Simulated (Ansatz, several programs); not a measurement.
Wurtzite BN, relaxed with r2SCAN in Ansatz (plane waves, PAW): it is hexagonal, P6_3mc (No. 186); a = 2.544 Å, c = 4.208 Å in the conventional setting, 5.90 Å³ an atom. B is surrounded by 4 N at 1.56–1.58 Å; N is surrounded by 4 B at 1.56–1.58 Å. The cell was then scaled with its shape and fractional coordinates held, which makes it stiffer than a relaxed compression. The values are computed, spin-unpolarised, and not measurements.

```
V (Å³/atom)  E (meV/atom)
      5.542         28.56
      5.719          6.80
      5.896          0.00
      6.250         23.70
```

**Question.** Pass a cubic E = c₀ + c₁u + c₂u² + c₃u³, with u = V − 5.852 Å³, through these points.

**Answer.** c₀ = 0.40, c₁ = -18.407, c₂ = 216.031, c₃ = -56.9558 (meV and Å³).

**Question.** Where is the minimum, and what bulk modulus follows?

**Answer.** dE/du = 0 at u = +0.043, so V₀ = 5.90 Å³. B = V₀ d²E/dV² = 5.90 × (2c₂ + 6c₃u) = 5.90 × 417.249 = 2460 meV/Å³, and 1 meV/Å³ is 0.16022 GPa: 394 GPa. A third-order Birch-Murnaghan fit to all five points gives 5.90 Å³ and 392 GPa.

**Question.** Predict the energy and the pressure at the withheld volume, 6.073 Å³.

**Answer.** With u = +0.221: E ≈ 6.27 meV and P = −dE/dV ≈ -11.01 GPa. The run gives 6.20 meV and, from its stress, -10.97 GPa.
